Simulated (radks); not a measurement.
# Ge²⁺ inside a hard spherical wall

An exercise on one series of results from a longer session: the logs are not shown, and one member is left open.

Program: radks (a radial shooting solver on a logarithmic mesh, Libxc functionals) version 1. Level of theory: non-relativistic Kohn-Sham, LDA (Slater exchange, VWN5 correlation), spin-polarised, spherical densities, point nucleus. These are calculated values, not measurements, unless marked.

### What is computed

| Item | Value |
| --- | --- |
| element | germanium (Z = 32) |
| charge | +2 |
| electrons | 30 |
| configuration | [Ar] 3d10 4s2 |

Outer shells as boxes (Hund's rule):

Ge²⁺
```
[Ar] core
3d [↑↓][↑↓][↑↓][↑↓][↑↓]
4s [↑↓]
```

Set-up of the first run:

Input:

```text
Z 32
configuration [Ar] 3d10 4s2 4p0 5s0 4d0
relativity non-relativistic
functional lda,vwn5
spin polarised
nucleus point
```

The run is started by

```
$ python run_ks.py task.json out
```

The same process makes all the runs of this session.

Among the steps run: The free atom; Wall at 15 bohr; Wall at 12 bohr; Wall at 8 bohr; Wall at 6 bohr; Wall at 4 bohr; Wall at 3.5 bohr; Wall at 2.5 bohr; Wall at 2 bohr; Wall at 1.5 bohr.

One of the session's tables, all rows but one given; the rest of the session is left out.

| R (bohr) | E − E(free) (eV) | ε(4s) (eV) | ε(4p, empty) (eV) | ε(5s, empty) (eV) | ε(4d, empty) (eV) |
| --- | --- | --- | --- | --- | --- |
| free | 0.000 | -29.161 | -20.108 | -9.534 | -9.035 |
| 15 | 0.000 | -29.161 | -20.108 | -9.534 | -9.035 |
| 12 | ? | ? | ? | ? | ? |
| 8 | 0.000 | -29.161 | -20.107 | -9.146 | -8.912 |
| 6 | 0.015 | -29.138 | -20.039 | -6.805 | -8.102 |
| 4 | 1.327 | -27.923 | -17.901 | 10.185 | -1.866 |
| 3.5 | 3.768 | -26.139 | -15.243 | 24.042 | 3.343 |
| 2.5 | 30.900 | -10.794 | 4.284 | 100.17 | 32.283 |
| 2 | 99.343 | 20.708 | 40.187 | 212.66 | 75.211 |
| 1.5 | 393.96 | 129.16 | 153.65 | 512.45 | 190.14 |

Estimate the missing values for R (bohr) = 12.

Worked estimate for «E − E(free) (eV)». A straight line through the neighbours (15, 0.000) and (8, 0.000) gives 0.000 + (0.000 − 0.000) × (12 − 15) / (8 − 15) = 0.000; a parabola fitted to 3 rows on both sides gives -0.010.

**Answer.** E − E(free) (eV): 0.000; ε(4s) (eV): -29.161; ε(4p, empty) (eV): -20.108; ε(5s, empty) (eV): -9.530; ε(4d, empty) (eV): -9.034. In «E − E(free) (eV)» the line misses by 0.000 and the parabola by -0.010.

From R = 2 bohr inwards the highest occupied level lies above zero, pushed up by confinement. Shells are not refilled when levels cross, and a hard wall is a model, not a crystal.
